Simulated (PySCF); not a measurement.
# C6H16OSi: NMR shifts at several levels of theory

Aim: compute the NMR shifts of C6H16OSi (`CC[Si](O)(CC)CC`) at several levels, and see how far they spread and what each costs.

Computed with PySCF 2.14.0, with density-fitted response routines of our own, on a single molecule in the gas phase. Atoms are numbered from 0 throughout.

## 1. The molecule as given

24 atoms, charge 0, multiplicity 1; geometry from: GFN2-xTB.

Bonds of the start (Å): C0–C1 1.53, C1–Si2 1.91, Si2–O3 1.64, Si2–C4 1.90, C4–C5 1.52, Si2–C6 1.91, C6–C7 1.53, C0–H8 1.09, C0–H9 1.09, C0–H10 1.09, C1–H11 1.09, C1–H12 1.09, O3–H13 0.95, C4–H14 1.09, C4–H15 1.09, C5–H16 1.09, C5–H17 1.09, C5–H18 1.08, C6–H19 1.09, C6–H20 1.09, C7–H21 1.09, C7–H22 1.09, C7–H23 1.09.

## 2. Geometry optimisation at PBE0-D3(BJ)/def2-SVP

The job: settings as JSON, then the geometry in Å.

```
{"job": {"xc": "PBE0", "basis": "def2-SVP", "d3": "d3bj", "grid": 1, "kind": "geom"}, "charge": 0, "multiplicity": 1}
C      2.827710     0.524320    -0.296030
C      1.803140     0.017310     0.714320
Si     0.080610    -0.285470    -0.062730
O      0.181110    -1.353100    -1.303450
C     -0.605490     1.271530    -0.919000
C     -0.799060     2.456220     0.021060
C     -1.091450    -0.937460     1.300670
C     -2.495880    -1.231650     0.782360
H      3.804630     0.652720     0.168170
H      2.517240     1.482040    -0.705700
H      2.929620    -0.176340    -1.121410
H      1.731050     0.734760     1.531270
H      2.176400    -0.908170     1.157750
H      0.501260    -2.241310    -1.167890
H      0.068330     1.565600    -1.723790
H     -1.556130     1.029780    -1.394720
H     -1.505070     2.202090     0.814950
H     -1.192930     3.316520    -0.517560
H      0.136560     2.743580     0.482400
H     -1.161920    -0.219480     2.117290
H     -0.680210    -1.850420     1.736410
H     -3.128300    -1.634090     1.572570
H     -2.460050    -1.954110    -0.029630
H     -2.960140    -0.324660     0.403850
```

What it wrote:

```text
step   0  E = -602.26025042  max force = 0.023074
step   1  E = -602.26509757  max force = 0.007237
step   2  E = -602.26542880  max force = 0.003419
step   3  E = -602.26552770  max force = 0.000617
step   4  E = -602.26553639  max force = 0.000482
step   5  E = -602.26553828  max force = 0.000198
optimisation converged
```

It took 60 s on 8 threads of Arm Neoverse V1, shared host.

Step by step:

```
step  energy from step 0 (eV)  largest force component (eV/Å)
   0                   0.0000                          1.1865
   1                  -0.1319                          0.3721
   2                  -0.1409                          0.1758
   3                  -0.1436                          0.0317
   4                  -0.1438                          0.0248
   5                  -0.1439                          0.0102
```

Close pairs (by a distance rule), those that changed most:

```
  bond  before (Å)  after (Å)  change (Å)
Si2–O3       1.640      1.684      +0.045
Si2–C4       1.905      1.876      -0.029
C1–Si2       1.914      1.886      -0.028
Si2–C6       1.913      1.885      -0.027
C5–H18       1.082      1.102      +0.020
C6–H19       1.090      1.105      +0.015
C1–H11       1.090      1.105      +0.015
C7–H23       1.087      1.102      +0.015
```

The final coordinates are the input of the step that follows.

```
                         at the end point                value
  point group (found at 0.08 Å tolerance)                   Cs
rotational constants (GHz, main isotopes)  1.841, 1.228, 0.979
                        dipole moment (D)                 1.34
```

## 3. NMR shieldings: PBE0/pcSseg-1

The job: settings as JSON, then the geometry in Å.

```
{"job": {"kind": "nmr", "xc": "PBE0", "basis": "pcSseg-1", "pop": false}, "charge": 0, "multiplicity": 1}
C      2.820205     0.542254    -0.310376
C      1.784233     0.027020     0.684994
Si     0.085623    -0.287682    -0.071088
O      0.208696    -1.408589    -1.322433
C     -0.598206     1.252674    -0.895471
C     -0.810406     2.430607     0.051853
C     -1.081604    -0.922668     1.266487
C     -2.497273    -1.210885     0.774145
H      3.813313     0.669572     0.148892
H      2.526958     1.518664    -0.728148
H      2.931832    -0.148070    -1.161262
H      1.664723     0.734115     1.525595
H      2.130292    -0.914888     1.149009
H      0.548316    -2.273578    -1.076946
H      0.088065     1.528790    -1.714546
H     -1.544909     0.974969    -1.390302
H     -1.518984     2.182302     0.858770
H     -1.211620     3.314034    -0.469487
H      0.130553     2.740413     0.534963
H     -1.097652    -0.183171     2.087512
H     -0.633813    -1.831842     1.708131
H     -3.140224    -1.620822     1.569102
H     -2.490384    -1.934662    -0.055962
H     -2.986707    -0.298349     0.397728
```

Method: GIAO PBE0/pcSseg-1 NMR shielding, non-relativistic, gas phase.

What it wrote:

```text
coarse grid: 19152 points
cycle   1  E = -602.3080683937  dE =  4.376e-01  |g| = 8.423e-01  |ddm| = 4.119e+00
cycle   2  E = -602.1810954628  dE =  1.270e-01  |g| = 1.178e+00  |ddm| = 1.917e+00
cycle   3  E = -602.4543034662  dE = -2.732e-01  |g| = 1.327e-01  |ddm| = 1.325e+00
cycle   4  E = -602.4577184023  dE = -3.415e-03  |g| = 3.870e-02  |ddm| = 1.423e-01
cycle   5  E = -602.4580646452  dE = -3.462e-04  |g| = 4.587e-03  |ddm| = 3.375e-02
cycle   6  E = -602.4580689938  dE = -4.349e-06  |g| = 9.437e-04  |ddm| = 5.156e-03
final grid: 176336 points
cycle   7  E = -602.5155234115  dE = -3.865e-05  |g| = 1.142e-02  |ddm| = 2.871e-02
cycle   8  E = -602.5155003956  dE =  2.302e-05  |g| = 1.552e-02  |ddm| = 2.187e-02
cycle   9  E = -602.5155539430  dE = -5.355e-05  |g| = 1.535e-03  |ddm| = 1.328e-02
cycle  10  E = -602.5155543774  dE = -4.344e-07  |g| = 2.020e-04  |ddm| = 1.372e-03
cycle  11  E = -602.5155543851  dE = -7.677e-09  |g| = 4.285e-05  |ddm| = 2.220e-04
cycle  12  E = -602.5155543854  dE = -3.404e-10  |g| = 1.742e-05  |ddm| = 6.328e-05
converged SCF energy = -602.5155543854

GIAO shielding tensors (ppm)
atom      isotropic    diamagn.    paramagn.     s11        s22        s33       span
  0 C      176.435     245.793     -69.358    170.095    173.100    186.109     16.014
  1 C      175.402     258.163     -82.761    166.299    173.488    186.418     20.119
  2 Si     326.987     882.862    -555.875    313.799    318.037    349.126     35.327
  3 O      305.371     390.517     -85.146    274.932    281.380    359.800     84.868
  4 C      182.073     257.018     -74.946    172.209    173.822    200.186     27.976
  5 C      176.377     247.286     -70.909    171.169    171.614    186.347     15.178
  6 C      175.366     258.196     -82.830    166.232    173.410    186.457     20.225
  7 C      176.453     245.813     -69.360    170.098    173.137    186.125     16.027
  8 H       30.148      27.441       2.707     24.831     27.300     38.314     13.482
  9 H       30.412      30.529      -0.117     24.980     30.311     35.946     10.965
 10 H       30.193      29.766       0.427     25.181     29.268     36.130     10.949
 11 H       30.896      34.322      -3.425     27.261     29.709     35.719      8.459
 12 H       31.107      33.518      -2.412     26.073     30.516     36.732     10.659
 13 H       31.313      33.237      -1.924     23.531     25.168     45.239     21.707
 14 H       30.574      33.386      -2.812     26.621     28.820     36.281      9.659
 15 H       30.573      33.397      -2.823     26.673     28.786     36.262      9.589
 16 H       30.638      31.250      -0.613     25.429     30.227     36.257     10.828
 17 H       30.061      28.049       2.013     24.951     26.919     38.314     13.362
 18 H       30.642      31.240      -0.598     25.449     30.182     36.294     10.844
 19 H       30.899      34.353      -3.454     27.301     29.707     35.688      8.386
 20 H       31.102      33.516      -2.414     26.054     30.516     36.735     10.681
 21 H       30.148      27.459       2.689     24.833     27.297     38.315     13.482
 22 H       30.200      29.771       0.428     25.209     29.218     36.172     10.962
 23 H       30.411      30.558      -0.147     24.969     30.356     35.907     10.938
```

Run time: 25 s. Hardware: 8 threads of Arm Neoverse V1, shared host.

The references, computed at this level on geometries of the same kind, shield at (ppm): ¹H TMS 31.27, ¹³C TMS 184.4, ²⁹Si TMS 352.0, ¹⁷O H2O 334.6. Their shielding less the atom's gives the shift. The references are single molecules in the gas phase, so shifts against H2O, NH3, PH3, H3PO4 or CFCl3 are not on the usual liquid scales and can be off by tens of ppm. Atoms listed in one row are averaged.

```
                           atoms                          environment  σ (ppm)  δ (ppm)  δ scaled to CDCl3
                      C0, C5, C7                        methyl carbon    176.4      8.0                7.3
                      C1, C4, C6                 sp3 CH2 bonded to Si    177.6      6.8                6.1
H8, H9, H10, H16, H17 and 4 more          hydrogen on a methyl carbon    30.32     0.95               1.12
    H11, H12, H14, H15, H19, H20  hydrogen on an sp3 CH2 bonded to Si    30.86     0.41               0.60
                             H13   hydrogen on an oxygen bonded to Si    31.31    -0.05                  –
                             Si2             silicon bonded to 3 C, O    327.0     25.0                  –
                              O3               oxygen bonded to Si, H    305.4     29.2                  –
```

The scaled column applies a straight-line fit of computed shieldings to shifts measured in CDCl3 (root-mean-square error 0.21 ppm for H, 2.0 ppm for C).

## 4. NMR shieldings: PBE/pcSseg-1

Settings changed since step 3:

```diff
@@ -1,2 +1,2 @@
-{"job": {"kind": "nmr", "xc": "PBE0", "basis": "pcSseg-1", "pop": false}, "charge": 0, "multiplicity": 1}
+{"job": {"kind": "nmr", "xc": "PBE", "basis": "pcSseg-1", "pop": false}, "charge": 0, "multiplicity": 1}
 C      2.820205     0.542254    -0.310376
```

Level: GIAO PBE/pcSseg-1 NMR shielding, non-relativistic, gas phase.

What it wrote:

```text
coarse grid: 19152 points
cycle   1  E = -602.0837924037  dE =  3.440e-01  |g| = 1.113e+00  |ddm| = 4.221e+00
cycle   2  E = -601.4312651179  dE =  6.525e-01  |g| = 2.044e+00  |ddm| = 3.553e+00
cycle   3  E = -602.3410173168  dE = -9.098e-01  |g| = 3.061e-01  |ddm| = 2.904e+00
cycle   4  E = -602.3598379771  dE = -1.882e-02  |g| = 8.384e-02  |ddm| = 3.634e-01
cycle   5  E = -602.3614145050  dE = -1.577e-03  |g| = 1.524e-02  |ddm| = 8.064e-02
cycle   6  E = -602.3614687843  dE = -5.428e-05  |g| = 4.582e-03  |ddm| = 2.135e-02
cycle   7  E = -602.3614731866  dE = -4.402e-06  |g| = 1.732e-03  |ddm| = 6.231e-03
final grid: 176336 points
cycle   8  E = -602.4396351644  dE = -2.270e-05  |g| = 1.960e-02  |ddm| = 4.065e-02
cycle   9  E = -602.4394271554  dE =  2.080e-04  |g| = 3.624e-02  |ddm| = 4.910e-02
cycle  10  E = -602.4397224079  dE = -2.953e-04  |g| = 4.280e-03  |ddm| = 3.470e-02
cycle  11  E = -602.4397258942  dE = -3.486e-06  |g| = 4.596e-04  |ddm| = 4.083e-03
cycle  12  E = -602.4397259377  dE = -4.342e-08  |g| = 7.696e-05  |ddm| = 5.314e-04
cycle  13  E = -602.4397259389  dE = -1.284e-09  |g| = 2.511e-05  |ddm| = 1.253e-04
cycle  14  E = -602.4397259391  dE = -1.507e-10  |g| = 8.988e-06  |ddm| = 3.699e-05
converged SCF energy = -602.4397259391

GIAO shielding tensors (ppm)
atom      isotropic    diamagn.    paramagn.     s11        s22        s33       span
  0 C      171.708     245.557     -73.849    164.856    167.818    182.450     17.593
  1 C      169.363     257.655     -88.292    160.003    166.493    181.593     21.590
  2 Si     308.971     884.157    -575.186    292.503    299.911    334.501     41.998
  3 O      299.008     389.409     -90.401    268.383    273.855    354.784     86.401
  4 C      176.688     256.548     -79.859    165.412    168.161    196.492     31.081
  5 C      171.517     247.067     -75.550    165.697    166.141    182.714     17.017
  6 C      169.321     257.686     -88.365    159.925    166.415    181.622     21.698
  7 C      171.729     245.585     -73.856    164.860    167.858    182.468     17.609
  8 H       30.074      27.264       2.810     24.943     27.391     37.887     12.943
  9 H       30.336      30.675      -0.339     25.125     30.265     35.619     10.493
 10 H       30.098      29.880       0.218     25.310     29.230     35.754     10.444
 11 H       30.690      34.264      -3.574     27.268     29.704     35.098      7.830
 12 H       30.974      33.389      -2.415     26.122     30.620     36.181     10.059
 13 H       31.441      33.345      -1.904     23.888     25.485     44.950     21.061
 14 H       30.425      33.337      -2.912     26.677     28.885     35.712      9.034
 15 H       30.424      33.348      -2.924     26.728     28.851     35.693      8.965
 16 H       30.547      31.361      -0.813     25.569     30.152     35.921     10.352
 17 H       29.979      27.903       2.076     25.060     26.992     37.885     12.825
 18 H       30.551      31.350      -0.800     25.587     30.107     35.957     10.370
 19 H       30.692      34.295      -3.603     27.308     29.702     35.066      7.758
 20 H       30.969      33.387      -2.418     26.104     30.622     36.182     10.078
 21 H       30.074      27.283       2.790     24.944     27.388     37.888     12.944
 22 H       30.105      29.885       0.220     25.338     29.181     35.795     10.457
 23 H       30.334      30.704      -0.370     25.114     30.309     35.579     10.464
```

It took 20 s on 8 threads of Arm Neoverse V1, shared host.

This run: δ C0 8.4, C1 8.2, Si2 25.6, O3 35.6, H8 0.96, H11 0.50 ppm (means over like atoms).

[end of part 1 of 2]
